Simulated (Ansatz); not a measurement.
# F3H3O3W: the cost of one run

The runs use Ansatz 0.2.0, Gaussian basis; RKS PBE0-D4/def2-TZVP.

Levels to be run: relaxation at PBE0-D4/def2-TZVP; harmonic vibrations at the same level.

1 further run of the same task is left out (set aside as unsound or not needed). Runs told in other sessions of the task aren't counted.

## 1. Where the work starts

SMILES `[OH][W]([OH])([OH])([F])([F])[F]`, 10 atoms, charge 0, spin multiplicity 1.

Atoms are counted from 1 here; the program's logs count them from 0.

Bond lengths: O1–W2 1.846 Å, O1–H8 0.962 Å, W2–O3 1.848 Å, W2–O4 1.849 Å, W2–F5 1.890 Å, W2–F6 1.891 Å, W2–F7 1.890 Å, O3–H9 0.963 Å, O4–H10 0.962 Å. Angles: W2–O1–H8 170.8°, O1–W2–O3 95.0°, O1–W2–O4 95.1°, O1–W2–F5 89.4°, O1–W2–F6 173.7°, O1–W2–F7 89.4°, O3–W2–O4 95.1°, O3–W2–F5 89.4°, O3–W2–F6 89.3°, O3–W2–F7 173.7°, O4–W2–F5 173.3°, O4–W2–F6 89.1°, O4–W2–F7 89.1°, F5–W2–F6 86.0°, F5–W2–F7 86.0°, F6–W2–F7 86.0°, W2–O3–H9 169.4°, W2–O4–H10 165.5°.

As a file:

```mol
F3H3O3W
  3D, bonds by distance, orders not assigned

 10  9  0  0  0  0  0  0  0  0999 V2000
   -0.9690   -1.3517   -0.3584 O   0  0
   -0.1859    0.2673    0.0592 W   0  0
    0.9446   -0.4279    1.3454 O   0  0
    1.0610    0.2050   -1.3046 O   0  0
   -1.5009    0.5397    1.3887 F   0  0
    0.4236    2.0028    0.4959 F   0  0
   -1.3869    1.1295   -1.1187 F   0  0
   -1.5102   -2.1181   -0.5705 H   0  0
    1.4846   -0.6493    2.1109 H   0  0
    1.6392    0.4028   -2.0480 H   0  0
  1  2  8  0
  2  3  8  0
  2  4  8  0
  2  5  8  0
  2  6  8  0
  2  7  8  0
  1  8  8  0
  3  9  8  0
  4 10  8  0
M  END
```

The start is a GFN2-xTB geometry. W takes the def2 core potential; no spin-orbit term is included.

## 2. Optimising with PBE0-D4/def2-TZVP

File in.yaml:

```yaml
crystal:
  periodic: [false, false, false]
  atoms:
    - {symbol: O, position_ang: [-0.969040, -1.351720, -0.358390]}
    - {symbol: W, position_ang: [-0.185890, 0.267330, 0.059230]}
    - {symbol: O, position_ang: [0.944570, -0.427950, 1.345430]}
    - {symbol: O, position_ang: [1.060960, 0.204990, -1.304550]}
    - {symbol: F, position_ang: [-1.500940, 0.539740, 1.388710]}
    - {symbol: F, position_ang: [0.423630, 2.002810, 0.495890]}
    - {symbol: F, position_ang: [-1.386870, 1.129450, -1.118750]}
    - {symbol: H, position_ang: [-1.510170, -2.118150, -0.570470]}
    - {symbol: H, position_ang: [1.484600, -0.649290, 2.110940]}
    - {symbol: H, position_ang: [1.639160, 0.402800, -2.048050]}
basis:
  gaussian: {orbitals: def2-TZVP}
hamiltonian: {xc: pbe0, dispersion: d4}
relax: {f_tol: 0.005, max_steps: 150}
```

On the command line:

```
ansatz run in.yaml --threads 4 --pin off --events-out ev --progress --plain --max-ram 11315MiB
```

Q: Estimate wall time and peak memory on 4 threads of Arm Neoverse V1, shared host.

About 2 min, with a peak of 0.76 GiB.
